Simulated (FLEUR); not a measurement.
# NbTe (P-6m2) in FLEUR: further runs

Runs on NbTe. Level: PBE. Tasks: band structure, equation of state.

Everything below comes from runs of FLEUR MaX-R8.1 (later development tree). Logs are shortened: lines on timing, memory, paths and dates and some standing lists are left out, and cuts for length are marked.

**1. The structure**

It takes space group P-6m2 (No. 187, hexagonal). Conventional cell: a = 3.703 Å, b = 3.703 Å, c = 3.694 Å, α = 90.00°, β = 90.00°, γ = 120.00°. Te (site symmetry -6m2) is surrounded by 6 Nb at 2.83 Å. Around Nb (site symmetry -6m2) lie 6 Te at 2.83 Å.

The cell comes from a database or a generator and needn't be the stable form of this composition.

**2. Band structure, PBE**

Contents of inp.xml:

```xml
<?xml version="1.0" encoding="UTF-8" standalone="no"?>
<fleurInput fleurInputVersion="0.39">
   <comment>
      NbTe                                                                                                
   </comment>
   <calculationSetup>
      <cutoffs Kmax="4.19" Gmax="13.0" GmaxXC="13.0" numbands="0"/>
      <scfLoop itmax="60" minDistance="0.00001" maxIterBroyd="15" imix="Anderson" alpha="0.05" precondParam="0.0" spinf="2.0" sdNocoIR="T"/>
      <coreElectrons ctail="T" frcor="F" kcrel="0" coretail_lmax="0"/>
      <xcFunctional name="pbe" relativisticCorrections="F"/>
      <magnetism jspins="1"/>
      <soc l_soc="F" theta="0.0" phi="0.0" spav="F"/>
      <expertModes spex="0" secvar="F"/>
      <geometryOptimization l_f="F" forcealpha="1.0" forcemix="BFGS" epsdisp="0.00001" epsforce="0.00001"/>
      <ldaU l_linMix="F" mixParam="0.05" spinf="1.0"/>
   </calculationSetup>
   <cell>
      <bzIntegration valenceElectrons="35.0" mode="hist" fermiSmearingEnergy="0.00183747">
         <kPointListSelection listName="default-1"/>
         <!-- k-points included here -->
         <xi:include xmlns:xi="http://www.w3.org/2001/XInclude" href="kpts.xml"> </xi:include>
      </bzIntegration>
      <!-- symmetry operations included here -->
      <xi:include xmlns:xi="http://www.w3.org/2001/XInclude" href="sym.xml"> </xi:include>
      <bulkLattice scale="1.0">
         <bravaisMatrix>
[... 35 lines left out ...]
         <lo type="SCLO" l="0" n="4" eDeriv="0"/>
         <lo type="SCLO" l="1" n="4" eDeriv="0"/>
         <lo type="SCLO" l="1" n="4" eDeriv="1"/>
         <lo type="SCLO" l="2" n="4" eDeriv="2"/>
         <lo type="SCLO" l="3" n="4" eDeriv="2"/>
      </species>
   </atomSpecies>
   <atomGroups>
      <atomGroup species="Tellurium (Te)">
         <relPos label="                   1">-1.000/3.000 1.000/3.000 .0000000000</relPos>
         <force calculate="T" relaxXYZ="TTT"/>
      </atomGroup>
      <atomGroup species="Niobium (Nb)">
         <relPos label="                   2">.0000000000 .0000000000 1.000/2.000</relPos>
         <force calculate="T" relaxXYZ="TTT"/>
      </atomGroup>
   </atomGroups>
   <output dos="F" band="F" slice="F">
      <checks vchk="F" cdinf="F"/>
      <bandDOS minEnergy="-.5*Htr" maxEnergy="0.5*Htr" sigma="0.015" storeEVData="T"/>
      <vacuumDOS vacdos="F" integ="F" star="F" nstars="0" locx1="0.0" locy1="0.0" locx2="0.0" locy2="0.0" nstm="0" tworkf="0.0"/>
      <unfoldingBand unfoldBand="F" supercellX="1" supercellY="1" supercellZ="1"/>
      <plotting iplot="0" polar="F">
         <plot TwoD="T" vec1="  1.0  0.0  0.0" vec2="  0.0  1.0  0.0" vec3="  0.0  0.0  1.0" zero="  0.0  0.0  0.0" file="plot"/>
      </plotting>
      <chargeDensitySlicing numkpt="0" minEigenval="0.0" maxEigenval="0.0" nnne="0" pallst="F"/>
      <specialOutput eonly="F"/>
      <moessbauerParams electricFieldGradient="T" isomerShift="T" coreHyperfine="T" valenceHyperfine="T"/>
      <magneticCircularDichroism mcd="F" energyLo="-10.0" energyUp="0.0"/>
   </output>
  <!-- We include the file relax.xml here to enable relaxations (see documentation) -->
  <xi:include xmlns:xi="http://www.w3.org/2001/XInclude" href="relax.xml"> <xi:fallback/> </xi:include>
</fleurInput>
```

Contents of crystal.txt:

```
NbTe
&input cartesian=F /
3.7029743866  0.0000000000  0.0000000000
-1.8514871933  3.2068698884  0.0000000000
0.0000000000  0.0000000000  3.6942110000
1.8897261246
1.0 1.0 1.0

2
52 0.6666666667  0.3333333333  0.0000000000
41 0.0000000000  0.0000000000  0.5000000000

&kpt div1=8 div2=8 div3=7 gamma=T /
```

Contents of inp.xml (bands):

```
<?xml version="1.0" encoding="UTF-8" standalone="no"?>
<fleurInput fleurInputVersion="0.39">
   <comment>
      NbTe                                                                                                
   </comment>
   <calculationSetup>
      <cutoffs Kmax="4.19" Gmax="13.0" GmaxXC="13.0" numbands="0"/>
      <scfLoop itmax="60" minDistance="0.00001" maxIterBroyd="15" imix="Anderson" alpha="0.05" precondParam="0.0" spinf="2.0" sdNocoIR="T"/>
      <coreElectrons ctail="T" frcor="F" kcrel="0" coretail_lmax="0"/>
      <xcFunctional name="pbe" relativisticCorrections="F"/>
      <magnetism jspins="1"/>
      <soc l_soc="F" theta="0.0" phi="0.0" spav="F"/>
      <expertModes spex="0" secvar="F"/>
      <geometryOptimization l_f="F" forcealpha="1.0" forcemix="BFGS" epsdisp="0.00001" epsforce="0.00001"/>
      <ldaU l_linMix="F" mixParam="0.05" spinf="1.0"/>
   </calculationSetup>
   <cell>
      <bzIntegration valenceElectrons="35.0" mode="hist" fermiSmearingEnergy="0.00183747">
         <kPointListSelection listName="path-1"/>
         <!-- k-points included here -->
         <xi:include xmlns:xi="http://www.w3.org/2001/XInclude" href="kpts.xml"> </xi:include>
      </bzIntegration>
      <!-- symmetry operations included here -->
      <xi:include xmlns:xi="http://www.w3.org/2001/XInclude" href="sym.xml"> </xi:include>
      <bulkLattice scale="1.0">
         <bravaisMatrix>
[... 34 lines left out ...]
         <energyParameters s="5" p="5" d="4" f="4"/>
         <lo type="SCLO" l="0" n="4" eDeriv="0"/>
         <lo type="SCLO" l="1" n="4" eDeriv="0"/>
         <lo type="SCLO" l="1" n="4" eDeriv="1"/>
         <lo type="SCLO" l="2" n="4" eDeriv="2"/>
         <lo type="SCLO" l="3" n="4" eDeriv="2"/>
      </species>
   </atomSpecies>
   <atomGroups>
      <atomGroup species="Tellurium (Te)">
         <relPos label="                   1">-1.000/3.000 1.000/3.000 .0000000000</relPos>
         <force calculate="T" relaxXYZ="TTT"/>
      </atomGroup>
      <atomGroup species="Niobium (Nb)">
         <relPos label="                   2">.0000000000 .0000000000 1.000/2.000</relPos>
         <force calculate="T" relaxXYZ="TTT"/>
      </atomGroup>
   </atomGroups>
   <output dos="F" band="T" slice="F">
      <checks vchk="F" cdinf="F"/>
      <bandDOS minEnergy="-.5*Htr" maxEnergy="0.5*Htr" sigma="0.015" storeEVData="T"/>
      <vacuumDOS vacdos="F" integ="F" star="F" nstars="0" locx1="0.0" locy1="0.0" locx2="0.0" locy2="0.0" nstm="0" tworkf="0.0"/>
      <unfoldingBand unfoldBand="F" supercellX="1" supercellY="1" supercellZ="1"/>
      <plotting iplot="0" polar="F">
         <plot TwoD="T" vec1="  1.0  0.0  0.0" vec2="  0.0  1.0  0.0" vec3="  0.0  0.0  1.0" zero="  0.0  0.0  0.0" file="plot"/>
      </plotting>
      <chargeDensitySlicing numkpt="0" minEigenval="0.0" maxEigenval="0.0" nnne="0" pallst="F"/>
      <specialOutput eonly="F"/>
      <moessbauerParams electricFieldGradient="T" isomerShift="T" coreHyperfine="T" valenceHyperfine="T"/>
      <magneticCircularDichroism mcd="F" energyLo="-10.0" energyUp="0.0"/>
   </output>
  <!-- We include the file relax.xml here to enable relaxations (see documentation) -->
  <xi:include xmlns:xi="http://www.w3.org/2001/XInclude" href="relax.xml"> <xi:fallback/> </xi:include>
</fleurInput>
```

Potentials or basis: all-electron, FLAPW.

On the command line:

```sh
$ inpgen -f crystal.txt -profile fastHighL
$ # inp.xml edited to the form shown
$ fleur_MPI
$ fleur_MPI   # second run, on inp.xml (bands)
```

The log of the run:

```text
Welcome to FLEUR        (www.flapw.de)
      MaX-Release 8.1          (www.max-centre.eu)

 ========== k-point set info ==========
 Selected k-point list: default-1
 k-point list type: mesh
 8 x 8 x 7
 Number of k points: 40

 ------------Calculation Setup---------------------------
 Number of MPI-tasks      :            1
 Number of PE/node        :            1
 Number of OMP-threads    :            1
 Most efficient MPI parallelization for:
           1           2           4           5           8          10          20          40
 Additional eigenvalue parallelization possible
 Number of basis functions:          477
 Approximate size of matrices (H+S) per k-point:         0.007 GB
 --------------------------------------------------------
 Iteration:     1   Distance:       8.73817147 me/bohr^3
 Iteration:     2   Distance:       7.83826848 me/bohr^3
 Iteration:     3   Distance:       4.05148077 me/bohr^3
 Iteration:     4   Distance:       3.97083808 me/bohr^3
 Iteration:     5   Distance:       1.33350154 me/bohr^3
 Iteration:     6   Distance:       0.36947944 me/bohr^3
 Iteration:     7   Distance:       0.38449289 me/bohr^3
 Iteration:     8   Distance:       0.05119003 me/bohr^3
 Iteration:     9   Distance:       0.03047073 me/bohr^3
 Iteration:    10   Distance:       0.00441210 me/bohr^3
 Iteration:    11   Distance:       0.00105952 me/bohr^3
 Iteration:    12   Distance:       0.00075571 me/bohr^3
 Iteration:    13   Distance:       0.00034569 me/bohr^3
 Iteration:    14   Distance:       0.00006101 me/bohr^3
 Iteration:    15   Distance:       0.00004674 me/bohr^3
 Iteration:    16   Distance:       0.00004046 me/bohr^3
 Iteration:    17   Distance:       0.00001562 me/bohr^3
 Iteration:    18   Distance:       0.00001482 me/bohr^3
 Iteration:    19   Distance:       0.00000456 me/bohr^3

 ********************************************************************
 Run finished successfully
 Stop message:
   all done
 ********************************************************************
```

Wall time 2 min (1 thread of Arm Neoverse V1, shared host); peak memory 0.08 GiB.

What came out:

```yaml
Free_energy: -288912.1364 eV
Band_gap_along_the_path: none (metal or under the smearing width)
Valence_electrons_inside_the_program's_atomic_spheres: Te 19.26; Nb 11.21 (radii Te 2.34, Nb 2.6 bohr)
```

Levels at the corners of the path, in eV from the Fermi level:
```csv
point,band 15,band 16,band 17,band 18,band 19,band 20
Γ,-3.16,-3.00,-2.35,0.13,0.13,2.43
M,-3.84,-2.64,-2.61,-0.20,1.22,1.49
K,-5.45,-3.77,-0.95,-0.13,0.19,0.39
Γ,-3.16,-3.00,-2.35,0.13,0.13,2.43
A,-2.62,-2.62,-0.97,-0.97,0.66,1.64
L,-5.88,-4.25,-1.37,1.15,1.26,1.80
H,-5.76,-4.48,-1.12,1.12,1.67,2.12
A,-2.62,-2.62,-0.97,-0.97,0.66,1.64
L,-5.88,-4.25,-1.37,1.15,1.26,1.80
M,-3.84,-2.64,-2.61,-0.20,1.22,1.49
K,-5.45,-3.77,-0.95,-0.13,0.19,0.39
H,-5.76,-4.48,-1.12,1.12,1.67,2.12
```

Core levels (eV from the Fermi level):
| atom | levels |
| --- | --- |
| 1 Te | 1s1/2 -31604.1, 2s1/2 -4842.1, 2p1/2 -4536.3, 2p3/2 -4261.8, 3s1/2 -960.9, 3p1/2 -835.2, 3p3/2 -784.0, 4s1/2 -160.7, 3d3/2 -562.4, 3d5/2 -551.7 |
| 2 Nb | 1s1/2 -18797.3, 2s1/2 -2626.6, 2p1/2 -2410.1, 2p3/2 -2314.4, 3s1/2 -436.1, 3p1/2 -354.6, 3p3/2 -339.1, 3d3/2 -195.3, 3d5/2 -192.4 |

Caveat: spin-orbit coupling is left out, which moves the levels of the heavy elements.

**3. Equation of state, PBE, 20.62 Å³/atom (volume scaled by 0.94)**

Changes to inp.xml since step 2:

```diff
@@ -6,3 +6,3 @@
    <calculationSetup>
-      <cutoffs Kmax="4.19" Gmax="13.0" GmaxXC="13.0" numbands="0"/>
+      <cutoffs Kmax="4.32" Gmax="13.4" GmaxXC="13.4" numbands="0"/>
       <scfLoop itmax="60" minDistance="0.00001" maxIterBroyd="15" imix="Anderson" alpha="0.05" precondParam="0.0" spinf="2.0" sdNocoIR="T"/>
@@ -24,3 +24,3 @@
       <xi:include xmlns:xi="http://www.w3.org/2001/XInclude" href="sym.xml"> </xi:include>
-      <bulkLattice scale="1.0">
+      <bulkLattice scale="0.9795861087">
          <bravaisMatrix>
@@ -34,3 +34,3 @@
       <species name="Tellurium (Te)" element="Te" atomicNumber="52">
-         <mtSphere radius="2.34" gridPoints="773" logIncrement="0.017"/>
+         <mtSphere radius="2.27" gridPoints="773" logIncrement="0.017"/>
          <atomicCutoffs lmax="9" lnonsphr="9"/>
@@ -51,3 +51,3 @@
       <species name="Niobium (Nb)" element="Nb" atomicNumber="41">
-         <mtSphere radius="2.6" gridPoints="859" logIncrement="0.015"/>
+         <mtSphere radius="2.52" gridPoints="859" logIncrement="0.015"/>
          <atomicCutoffs lmax="10" lnonsphr="10"/>
```

Potentials or basis: all-electron, FLAPW.

On the command line:

```sh
$ inpgen -f crystal.txt -profile fastHighL
$ # inp.xml edited to the form shown
$ fleur_MPI
```

It took 1.9 min on 1 thread of Arm Neoverse V1, shared host; peak memory 0.09 GiB.

The run converged. Its results:

```yaml
Free_energy: -288912.0796 eV
Band_gap_on_the_k_mesh: none (metal or under the smearing width)
Valence_electrons_inside_the_program's_atomic_spheres: Te 19.05; Nb 11.10 (radii Te 2.27, Nb 2.52 bohr)
```

**4. Equation of state, PBE, 21.06 Å³/atom (volume scaled by 0.96)**

Changes to inp.xml since step 3:

```diff
@@ -24,3 +24,3 @@
       <xi:include xmlns:xi="http://www.w3.org/2001/XInclude" href="sym.xml"> </xi:include>
-      <bulkLattice scale="0.9795861087">
+      <bulkLattice scale="0.9864848297">
          <bravaisMatrix>
```

On the command line:

```sh
$ inpgen -f crystal.txt -profile fastHighL
$ # inp.xml edited to the form shown
$ fleur_MPI
```

It took 1.9 min on 1 thread of Arm Neoverse V1, shared host; peak memory 0.09 GiB.

Results (log left out):

* Free energy: -288912.1139 eV
* Band gap on the k mesh: none (metal or under the smearing width)
* Valence electrons inside the program's atomic spheres: Te 19.03; Nb 11.06 (radii Te 2.27, Nb 2.52 bohr)

**5. Equation of state, PBE, 21.93 Å³/atom**

Changes to inp.xml since step 4:

```diff
@@ -24,3 +24,3 @@
       <xi:include xmlns:xi="http://www.w3.org/2001/XInclude" href="sym.xml"> </xi:include>
-      <bulkLattice scale="0.9864848297">
+      <bulkLattice scale="1.0000000000">
          <bravaisMatrix>
```

On the command line:

```sh
$ inpgen -f crystal.txt -profile fastHighL
$ # inp.xml edited to the form shown
$ fleur_MPI
```

Run time: 2 min. Hardware: 1 thread of Arm Neoverse V1, shared host; peak memory 0.09 GiB.

Results (log left out):

```
Free energy                                           : -288912.1351 eV
Band gap on the k mesh                                : none (metal or under the smearing width)
Valence electrons inside the program's atomic spheres : Te 19.00; Nb 10.99 (radii Te 2.27, Nb 2.52 bohr)
```

**6. Equation of state, PBE, 22.81 Å³/atom (volume scaled by 1.04)**

Changes to inp.xml since step 5:

```diff
@@ -24,3 +24,3 @@
       <xi:include xmlns:xi="http://www.w3.org/2001/XInclude" href="sym.xml"> </xi:include>
-      <bulkLattice scale="1.0000000000">
+      <bulkLattice scale="1.0131594038">
          <bravaisMatrix>
```

Potentials or basis: all-electron, FLAPW.

On the command line:

```sh
$ inpgen -f crystal.txt -profile fastHighL
$ # inp.xml edited to the form shown
$ fleur_MPI
```

Run time: 2.1 min. Hardware: 1 thread of Arm Neoverse V1, shared host; peak memory 0.09 GiB.

It converged, with:

| Quantity | Value |
| --- | --- |
| Free energy | -288912.1041 eV |
| Band gap on the k mesh | none (metal or under the smearing width) |
| Valence electrons inside the program's atomic spheres | Te 18.97; Nb 10.93 (radii Te 2.27, Nb 2.52 bohr) |

**7. Equation of state, PBE, 23.25 Å³/atom (volume scaled by 1.06)**

Changes to inp.xml since step 6:

```diff
@@ -24,3 +24,3 @@
       <xi:include xmlns:xi="http://www.w3.org/2001/XInclude" href="sym.xml"> </xi:include>
-      <bulkLattice scale="1.0131594038">
+      <bulkLattice scale="1.0196128224">
          <bravaisMatrix>
```

On the command line:

```sh
$ inpgen -f crystal.txt -profile fastHighL
$ # inp.xml edited to the form shown
$ fleur_MPI
```

It took 2.1 min on 1 thread of Arm Neoverse V1, shared host; peak memory 0.09 GiB.

It converged, with:

```yaml
Free_energy: -288912.0724 eV
Band_gap_on_the_k_mesh: none (metal or under the smearing width)
Valence_electrons_inside_the_program's_atomic_spheres: Te 18.96; Nb 10.90 (radii Te 2.27, Nb 2.52 bohr)
```

**8. Equation of state, PBE**

Potentials or basis: all-electron, FLAPW.

No new run: the results of the series are fitted here.

What came out:

| Quantity | Value |
| --- | --- |
| Equilibrium volume | 21.82 Å³/atom |
| Bulk modulus at fixed shape and positions | 122 GPa |
| Pressure derivative of the bulk modulus | 4.7 (rough: it moves with the points fitted) |

Energy against volume, from the lowest point:
```tsv
volume (Å³/atom)	energy (meV/atom)
20.618	27.77
21.057	10.63
21.934	0.00
22.812	15.53
23.250	31.36
```

Caveat: the cell was scaled at fixed shape and fractional positions, which overstates the stiffness of a crystal with free parameters, most of all of layers and chains.
